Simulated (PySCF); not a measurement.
# C6H3Ga (Ga(CCH)3): the cost of one run

The runs use PySCF 2.14.0, with density-fitted response routines of our own; the level of theory stands in each step. All values are computed, except where a source is named. Atoms count from 0, in the outputs and in this text.

## 1. The molecule as given

10 atoms, charge 0, multiplicity 1; geometry from: GFN2-xTB. The atoms were then displaced at random by about 0.03 Å, so the start is not that level's minimum.

Bonds of the start (Å): Ga0–C1 1.88, Ga0–C4 2.04, Ga0–C7 1.88, C1–C2 1.16, C2–H3 1.22, C4–C5 1.24, C5–H6 1.02, C7–C8 1.24, C8–H9 1.08.

## 2. Geometry optimisation at PBE0-D3(BJ)/def2-SVP

Job settings and geometry (Å):

```
{"job": {"xc": "PBE0", "basis": "def2-SVP", "d3": "d3bj", "grid": 1, "maxiter": 40, "shake": 0.03, "kind": "geom"}, "charge": 0, "multiplicity": 1}
Ga     0.058670    -0.072840    -0.001130
C      1.934380    -0.018070    -0.029260
C      3.098330    -0.026110    -0.041680
H      4.313830    -0.021820    -0.022990
C     -0.981340     1.679770    -0.030280
C     -1.582820     2.763120     0.011690
H     -2.065240     3.659360     0.032230
C     -0.937920    -1.669390    -0.020510
C     -1.591200    -2.716850     0.061920
H     -2.122050    -3.653920     0.044420
```

On the command line:

```console
> OMP_NUM_THREADS=1 python probes_run.py task.json out
```

This one command runs all jobs of the session in turn.

Q: Estimate the wall time and peak memory of this first job on 1 thread of Arm Neoverse N1, shared host.

About 1.9 min, with a peak of 0.51 GiB.
